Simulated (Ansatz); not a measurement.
# CH5ClGeO: basis-set convergence

The task here is to estimate one member of a computed series from the others.

Program: Ansatz 0.2.0, Gaussian basis. Level of theory: one geometry, several basis sets. These are calculated values, not measurements.

Levels to be run: PBE0-D4/def2-SVP; ωB97M-V/def2-SVP; PBE0-D4/def2-QZVPP; ωB97M-V/def2-QZVPP; the functionals' def2-TZVPP values are taken from earlier runs.

### Structure used throughout

All runs share one geometry, relaxed beforehand with PBE0-D4 in a triple-zeta def2 set.

SMILES `[OH][GeH2][CH2]Cl`, 9 atoms, charge 0, spin multiplicity 1.

Atoms are counted from 1 here; the program's logs count them from 0.

Bond lengths: O1–Ge2 1.777 Å, O1–H5 0.961 Å, Ge2–C3 1.966 Å, Ge2–H6 1.535 Å, Ge2–H7 1.540 Å, C3–Cl4 1.785 Å, C3–H8 1.089 Å, C3–H9 1.089 Å. Angles: Ge2–O1–H5 111.3°, O1–Ge2–C3 107.6°, O1–Ge2–H6 105.1°, O1–Ge2–H7 110.8°, C3–Ge2–H6 111.8°, C3–Ge2–H7 108.9°, H6–Ge2–H7 112.6°, Ge2–C3–Cl4 108.5°, Ge2–C3–H8 111.2°, Ge2–C3–H9 112.4°, Cl4–C3–H8 107.5°, Cl4–C3–H9 107.7°, H8–C3–H9 109.2°.

Set-up of the first run:

Contents of in.yaml:

```yaml
crystal:
  periodic: [false, false, false]
  atoms:
    - {symbol: O, position_ang: [-1.082604, 1.225546, -1.027822]}
    - {symbol: Ge, position_ang: [0.407955, 0.795641, -0.161738]}
    - {symbol: C, position_ang: [0.086797, -0.908466, 0.763965]}
    - {symbol: Cl, position_ang: [-0.430806, -2.119662, -0.441086]}
    - {symbol: H, position_ang: [-1.382004, 0.503136, -1.586671]}
    - {symbol: H, position_ang: [0.640428, 1.945530, 0.827600]}
    - {symbol: H, position_ang: [1.579697, 0.615760, -1.144137]}
    - {symbol: H, position_ang: [-0.712353, -0.813901, 1.497778]}
    - {symbol: H, position_ang: [0.981391, -1.289984, 1.254811]}
basis:
  gaussian: {orbitals: def2-SVP}
hamiltonian: {xc: pbe0, dispersion: d4}
output: {orbitals: {seedname: orbitals}}
```

Among the steps run: PBE0-D4 in def2-SVP; ωB97M-V in def2-SVP; PBE0-D4 in def2-QZVPP; ωB97M-V in def2-QZVPP.

One table of the session follows, with a row left open; its other results are not shown here.

It belongs to the step «Density functionals: the series». 

```
functional       basis  HOMO (eV)  LUMO (eV)
   PBE0-D4    def2-SVP      -7.88       0.41
   PBE0-D4  def2-TZVPP      -8.04       0.04
   PBE0-D4  def2-QZVPP          ?          ?
   ωB97M-V    def2-SVP     -10.10       2.39
   ωB97M-V  def2-TZVPP     -10.28       1.91
   ωB97M-V  def2-QZVPP     -10.32       1.38
```

Estimate the missing values for PBE0-D4, def2-QZVPP.

As computed: HOMO (eV): -8.07; LUMO (eV): -0.22. In the column «HOMO (eV)» it lies between ωB97M-V, def2-SVP (-10.10) and PBE0-D4, def2-TZVPP (-8.04).
